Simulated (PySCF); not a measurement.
# Br3HSSi (Br3Si(SH)): the cost of one run

Programs: PySCF 2.14.0, with density-fitted response routines of our own. Each step states its level of theory. These are calculated values for one molecule in the gas phase, unless marked as measured. Atoms count from 0, in the outputs and in this text.

## Step 1: The starting structure

6 atoms, charge 0, multiplicity 1; geometry from: GFN2-xTB. The atoms were then displaced at random by about 0.03 Å, so the start is not that level's minimum.

Bonds of the start (Å): S0–Si1 2.23, Si1–Br2 2.23, Si1–Br3 2.12, Si1–Br4 2.20, S0–H5 1.32.

## Step 2: Optimising the geometry at PBE0-D3(BJ)/def2-SVP

The job: settings as JSON, then the geometry in Å.

```
{"job": {"xc": "PBE0", "basis": "def2-SVP", "d3": "d3bj", "grid": 1, "shake": 0.03, "kind": "geom"}, "charge": 0, "multiplicity": 1}
S      1.504510    -0.772170    -0.842060
Si    -0.423920    -0.019100    -0.022860
Br    -0.560570     2.205350     0.001880
Br    -1.967850    -0.760780    -1.264580
Br    -0.692890    -0.736190     2.036570
H      2.210090    -0.009140    -0.021380
```

Started as:

```console
> OMP_NUM_THREADS=1 python probes_run.py task.json out
```

This one command runs all jobs of the session in turn.

**Question.** How long does this first job take on 1 thread of Arm Neoverse N1, shared host, and how much memory does it need?

About 3.2 min, with a peak of 0.65 GiB.
